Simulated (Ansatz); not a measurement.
# AlRu: a single-point run

The task is a single-point run on AlRu. The structure is shown as the input types it.

Computed with Ansatz 0.2.0 (DFT, LDA, all-electron LAPW, scalar-relativistic; levels and slopes on a fine mesh, independent-particle optical spectra, unless a step's input says otherwise).

## 1. Starting point

The structure is cubic, space group Pm-3m (No. 221). The conventional cell has a = 2.953 Å, b = 2.953 Å, c = 2.953 Å, α = 90.00°, β = 90.00°, γ = 90.00°. Around Al (site symmetry m-3m) lie 8 Ru at 2.56 Å. Ru (site symmetry m-3m) has 8 Al at 2.56 Å as nearest neighbours.

As a file:

```cif
data_structure
_symmetry_space_group_name_H-M 'P 1'
_symmetry_Int_Tables_number 1
_cell_length_a 2.9534
_cell_length_b 2.9534
_cell_length_c 2.9534
_cell_angle_alpha 90.000
_cell_angle_beta 90.000
_cell_angle_gamma 90.000
_cell_volume 25.76
loop_
_atom_site_label
_atom_site_type_symbol
_atom_site_fract_x
_atom_site_fract_y
_atom_site_fract_z
_atom_site_occupancy
Al1 Al 0.00000 0.00000 0.00000 1
Ru1 Ru 0.50000 0.50000 0.50000 1
```

## 2. The calculation

File input.yaml:

```yaml
crystal:
  lattice:
    - [2.95337210973, 0.0, 0.0]
    - [0.0, 2.95337210973, 0.0]
    - [0.0, 0.0, 2.95337210973]
  atoms:
    - { symbol: Al, position: [0.0, 0.0, 0.0], spin: 2.0 }
    - { symbol: Ru, position: [0.5, 0.5, 0.5] }
kpoints:
  mp_grid: { grid: [12, 12, 12] }
scf:
  occupations: { method: fermi_dirac, width: 0.05 }
  max_iter: 50
hamiltonian:
  xc: lda
  pseudopotentials: { kind: all_electron, lapw: { basis_error: 0.001 } }
output:
  forces: true
  stress: true
  eigenvalues: true
  eigenstates:
    nscf_kmesh: { grid: [20, 20, 20] }
    de_dk: true
    e_range: [-14, 14]
  optics:
    e_range: [0, 25]
    de: 0.2
    sigma: 0.15
    bands: { spectra_wanted_up_to: 25 }
    nscf_kmesh: { grid: [20, 20, 20] }
    drude_damping: 0.1
checkpoint:
  write: ck
  write_wavefunctions: false
```

Launch:

```
$ ansatz run input.yaml --threads 1 --pin off --max-ram 3072MiB --backend cpu --events-out ev --progress --plain --runs-dir out
```

The log of the run:

```text
Error: inconsistent input (magnetization.spin_polarized): false but per-atom `spin:`, `per_species`, `initial_magnetization`, `magnetic_field`, or `spin_locking` is set
```

Wall time 0.03 s (1 thread of Arm Neoverse V1, shared host); peak memory 0.032 GiB.

## 3. Diagnosis

The run ended at the input check. It says: «inconsistent input (magnetization.spin_polarized): false but per-atom `spin:`, `per_species`, `initial_magnetization`, `magnetic_field`, or `spin_locking` is set»

Moments need two spin channels, and the input asks for one.

Remedy: switch spin polarisation on, or remove the moments.

## 4. The mended run

Other changes include scf.max_iter.

Changes to input.yaml since step 2:

```diff
@@ -6,3 +6,3 @@
   atoms:
-    - { symbol: Al, position: [0.0, 0.0, 0.0], spin: 2.0 }
+    - { symbol: Al, position: [0.0, 0.0, 0.0] }
     - { symbol: Ru, position: [0.5, 0.5, 0.5] }
@@ -12,3 +12,2 @@
   occupations: { method: fermi_dirac, width: 0.05 }
-  max_iter: 50
 hamiltonian:
```

Launch:

```
$ ansatz run input.yaml --threads 1 --pin off --max-ram 3072MiB --backend cpu --events-out ev --progress --plain --runs-dir out
```

Excerpt of the output:

```text
[...]
Basis set: ecut = 248.6361767382921 eV, 251 PW (Γ), exchange–correlation at level 2
[...]
k-points: 84 of 1728
[...]
SCF iter   1: F=—  HF=-129759.842564 eV  |F-HF|=—  |Δ(HF+E_count)|=         —  Δρ=3.53e-2  dr2=2.42e-1  ethr=6.51e-4  ⟨swp⟩=2.6  Hψ=12856  notcnv=0
preconditioner: auto → none  [metal: Δε(μ)=0.017 eV  Ē_g=9.132 eV  σ=0.050 eV  W_gap=0.08  n_scr=6 (ndim 8)  ℏωp=24.3 eV  f_vac=0.000  D(μ)=1.36/eV (n_scr^D=18)  sad-step TF]
SCF iter   2: F=—  HF=-129759.526967 eV  |F-HF|=—  |Δ(HF+E_count)|=   3.16e-1  Δρ=2.85e-2  dr2=3.26e-1  ethr=6.51e-4  ⟨swp⟩=3.0  Hψ=6182  notcnv=0
[...]
SCF iter   8: F=—  HF=-129759.204453 eV  |F-HF|=—  |Δ(HF+E_count)|=   3.43e-9  Δρ=3.01e-7  dr2=1.21e-11  ethr=3.60e-12 (applied; sched 1.18e-12)  ⟨swp⟩=2.0  Hψ=5431  notcnv=0
SCF iter   9: F=-129759.204453 eV  HF=-129759.204453 eV  |F-HF|=1.31e-10  |Δ(HF+E_count)|=  2.33e-10  Δρ=8.01e-8  dr2=1.40e-12  ethr=3.60e-12 (applied; sched 1.00e-12)  ⟨swp⟩=2.0  Hψ=5429  notcnv=0
[...]
SCF converged after 9 iterations
Free energy (F): -129759.204453 eV
[...]
E sigma→0 (E₀):  -129759.198900 eV
[...]
Fermi energy:    18.977183 eV
[...]
  P = ⅓ Tr σ = -0.0379 GPa (-0.379 kbar)
[...]
```

Wall time 2 min (1 thread of Arm Neoverse V1, shared host); peak memory 0.51 GiB.

## 5. What came out

| quantity | value |
| --- | --- |
| first try | refused |
| cause | moments without spin polarisation |
| second try | converged, 9 SCF cycles |
| total energy | -129759.2045 eV |
| pressure | -0.04 GPa |
| gap on the mesh | none (metal on this mesh) |
| largest force | 0.000 eV/Å |

**Reading.** With the input mended the run converges in 9 SCF cycles.
